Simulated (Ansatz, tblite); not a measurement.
# Al(PF3)H3 (AlF3H3P): rung by rung

Aim: run the singlet of Al(PF3)H3 (AlF3H3P) at one geometry on many levels, and compare frontier levels, spin and run time.

Computed with Ansatz 0.2.0, Gaussian basis. Level: as each input shows.

Levels to be run: GFN1-xTB, GFN2-xTB, PBE-D4/def2-TZVP, r2SCAN-D4/def2-TZVP, r2SCANh-D4/def2-TZVP, HSE06-D4/def2-TZVP, HF/def2-TZVP, BLYP-D4/def2-TZVP, BHLYP-D4/def2-TZVP, B97M-V/def2-TZVP, CAM-B3LYP-D4/def2-TZVP, PBE-D4/def2-SVP, PBE0-D4/def2-SVP, HF/6-31G, B3LYP-D4/6-31G, PBE0-D4/def2-TZVPD, PBE-D4/def2-TZVPD, r2SCAN-D4/def2-TZVPD, CCSD(T)/def2-TZVPP, MP2/def2-TZVP, RPA/def2-TZVP.

## Step 1: The relaxed structure

The geometry is that of the singlet, from an earlier relaxation (PBE0-D4/def2-SVP).

8 atoms, charge 0, spin multiplicity 1.

Bond lengths: Al1–P2 2.507 Å, Al1–H6 1.597 Å, Al1–H7 1.596 Å, Al1–H8 1.596 Å, P2–F3 1.576 Å, P2–F4 1.576 Å, P2–F5 1.576 Å. Angles: P2–Al1–H6 92.7°, P2–Al1–H7 94.1°, P2–Al1–H8 93.5°, H6–Al1–H7 119.6°, H6–Al1–H8 119.5°, H7–Al1–H8 119.8°, Al1–P2–F3 118.9°, Al1–P2–F4 118.0°, Al1–P2–F5 117.6°, F3–P2–F4 99.5°, F3–P2–F5 99.5°, F4–P2–F5 99.6°.

PBE0-D4/def2-TZVP was run before; its log isn't repeated, and its numbers join the tables.

## Step 2: GFN1-xTB

Tight binding, by tblite at 300 K electronic temperature and without a spin-polarisation term:

```python
tblite.interface.Calculator('GFN1-xTB', numbers, positions, charge=0, uhf=0).singlepoint()
```

Energy -574.8898 eV, HOMO -12.41 eV, LUMO -7.70 eV; 0.01 s.

## Step 3: GFN2-xTB

Tight binding, by tblite at 300 K electronic temperature and without a spin-polarisation term:

```python
tblite.interface.Calculator('GFN2-xTB', numbers, positions, charge=0, uhf=0).singlepoint()
```

Energy -529.1352 eV, HOMO -11.40 eV, LUMO -6.97 eV; 0.007 s.

## Step 4: PBE-D4/def2-TZVP

start.molden holds the orbitals of an earlier run on this state, given as this run's starting guess.

in.yaml reads:

```yaml
crystal:
  periodic: [false, false, false]
  atoms:
    - {symbol: Al, position_ang: [-0.005504, 0.005641, -1.496532]}
    - {symbol: P, position_ang: [-0.003428, -0.000578, 1.010707]}
    - {symbol: F, position_ang: [-1.380481, 0.080984, 1.772946]}
    - {symbol: F, position_ang: [0.774679, 1.150788, 1.753843]}
    - {symbol: F, position_ang: [0.623433, -1.250905, 1.736489]}
    - {symbol: H, position_ang: [1.588689, -0.045749, -1.572685]}
    - {symbol: H, position_ang: [-0.755581, 1.410046, -1.606740]}
    - {symbol: H, position_ang: [-0.841797, -1.350238, -1.598027]}
basis:
  gaussian: {orbitals: def2-TZVP, initial_orbitals: start.molden}
hamiltonian: {xc: pbe, dispersion: d4}
scf: {omitted_lower_state_checks: [starts]}
output: {orbitals: {seedname: orbitals}}
```

On the command line:

```bash
$ ansatz run in.yaml --threads 4 --pin off --events-out ev --progress --plain --max-ram 3916MiB
```

The runs that follow: r2SCAN-D4/def2-TZVP; r2SCANh-D4/def2-TZVP; HSE06-D4/def2-TZVP; HF/def2-TZVP; BLYP-D4/def2-TZVP; BHLYP-D4/def2-TZVP; B97M-V/def2-TZVP; CAM-B3LYP-D4/def2-TZVP; PBE-D4/def2-SVP; PBE0-D4/def2-SVP; HF/6-31G; B3LYP-D4/6-31G; PBE0-D4/def2-TZVPD; PBE-D4/def2-TZVPD; r2SCAN-D4/def2-TZVPD; CCSD(T)/def2-TZVPP; MP2/def2-TZVP; RPA/def2-TZVP.

Q: Predict the results of all the runs planned. Wanted: gap in def2-TZVP, named functionals and Hartree-Fock, smallest and largest; correlation energy, CCSD(T)/def2-TZVPP; correlation energy, MP2/def2-TZVP; binding an atom, CCSD(T)/def2-TZVPP; PBE0 total energy, smallest basis above largest.

The runs gave:

| quantity | value |
| --- | --- |
| gap in def2-TZVP, named functionals and Hartree-Fock, smallest and largest | 5.17 eV (PBE-D4), 14.05 eV (HF) |
| correlation energy, CCSD(T)/def2-TZVPP | -28.66 eV |
| correlation energy, MP2/def2-TZVP | -26.73 eV |
| binding an atom, CCSD(T)/def2-TZVPP | 3.062 eV |
| PBE0 total energy, smallest basis above largest | 16.59 eV (def2-SVP, def2-TZVPD) |

Over the named functionals and Hartree-Fock in def2-TZVP the gap runs from 5.17 eV (PBE-D4) to 14.05 eV (HF); exact exchange widens it. A small miss in a minimal or small basis is a cancelling of errors, not accuracy. The functionals in def2-TZVP miss CCSD(T)/def2-TZVPP by -0.044 (BHLYP-D4) to +0.158 eV (B97M-V) an atom. The reference is CCSD(T) in one finite basis, so it carries an error of its own, often a tenth of an eV or more, and near misses can't be ranked.
